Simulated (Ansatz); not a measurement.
Born–Oppenheimer molecular dynamics of a periodic cell of 16 atoms, Li (start crystal Li, start structure bcc, volume 1.05 times the crystal's). It goes on from the last frame of an earlier run, with new velocities.

All numbers below come from DFT LDA, scalar-relativistic, plane waves, PAW in Ansatz. Settings: accuracy low, cutoff 420 eV, k mesh 3x3x3, fermi-dirac smearing 0.16 eV, no spin polarisation.

- ensemble: NVT, Langevin thermostat
- time step: 1 fs
- steps asked: 120
- set temperature: 1440 K
- friction: 0.02 /fs
- temperature schedule: 90 steps to 300 K, then 30 steps to 300 K
- seed: 174747

First frame:

```xyz
16
Lattice="7.0944 0.0000 0.0000 0.0000 7.0944 0.0000 0.0000 0.0000 7.0944" Properties=species:S:1:pos:R:3
Li -0.281 0.449 0.472
Li 3.133 0.139 -1.137
Li -0.253 4.479 -0.038
Li 0.365 0.349 2.953
Li 1.151 2.701 1.984
Li 3.386 4.151 0.337
Li 3.819 0.523 3.445
Li 5.068 2.342 1.932
Li -0.437 4.365 3.054
Li 1.558 5.440 1.666
Li 1.076 2.330 5.553
Li 3.148 3.413 4.137
Li 4.741 5.473 1.696
Li 5.677 2.540 5.005
Li 1.524 5.862 5.046
Li 5.780 5.981 5.015
```

Question: What does the run give?

Answer: The run went to its last step.

| Item | Value |
| --- | --- |
| steps done | 120 |
| time covered | 120 fs |
| mean temperature over the second half | 724 K |
| spread of the potential energy over the second half | 20.8 meV per atom |
| mean potential energy of the second half above the start | -38.8 meV per atom |

The schedule's set-point averaged 397 K over the second half and the system 724 K, so it lags behind the ramp. A run of 0.12 ps of so small a system gives no equilibrium averages. Limits of this set-up: coarse k mesh, low accuracy level.

Question: What happens to the structure?

Answer: Mean squared displacements from the first frame to the last, about the centre of mass: Li 0.63 Å². This is one draw of velocities; another would differ in detail.

Question: How do temperature and energy run in time?

Answer: 
| time (fs) | T (K) | potential energy less start (eV) |
| --- | --- | --- |
| 0.0 | 1350 | 0.000 |
| 4.0 | 1464 | 0.175 |
| 8.0 | 1080 | 0.307 |
| 12.0 | 792 | 0.348 |
| 16.0 | 760 | 0.287 |
| 20.0 | 901 | 0.064 |
| 24.0 | 1153 | -0.177 |
| 28.0 | 1277 | -0.355 |
| 32.0 | 1093 | -0.459 |
| 36.0 | 1116 | -0.516 |
| 40.0 | 1035 | -0.467 |
| 44.0 | 851 | -0.404 |
| 48.0 | 883 | -0.339 |
| 52.0 | 962 | -0.290 |
| 56.0 | 774 | -0.310 |
| 60.0 | 730 | -0.348 |
| 64.0 | 834 | -0.340 |
| 68.0 | 820 | -0.269 |
| 72.0 | 690 | -0.208 |
| 76.0 | 713 | -0.199 |
| 80.0 | 726 | -0.242 |
| 84.0 | 798 | -0.377 |
| 88.0 | 871 | -0.539 |
| 92.0 | 899 | -0.681 |
| 96.0 | 787 | -0.782 |
| 100.0 | 761 | -0.856 |
| 104.0 | 719 | -0.920 |
| 108.0 | 566 | -0.967 |
| 112.0 | 548 | -1.041 |
| 116.0 | 528 | -1.112 |
| 120.0 | 447 | -1.147 |

The run took 21 min on 1 thread of Arm Neoverse V1, with other jobs on the host, peak memory 0.71 GiB.
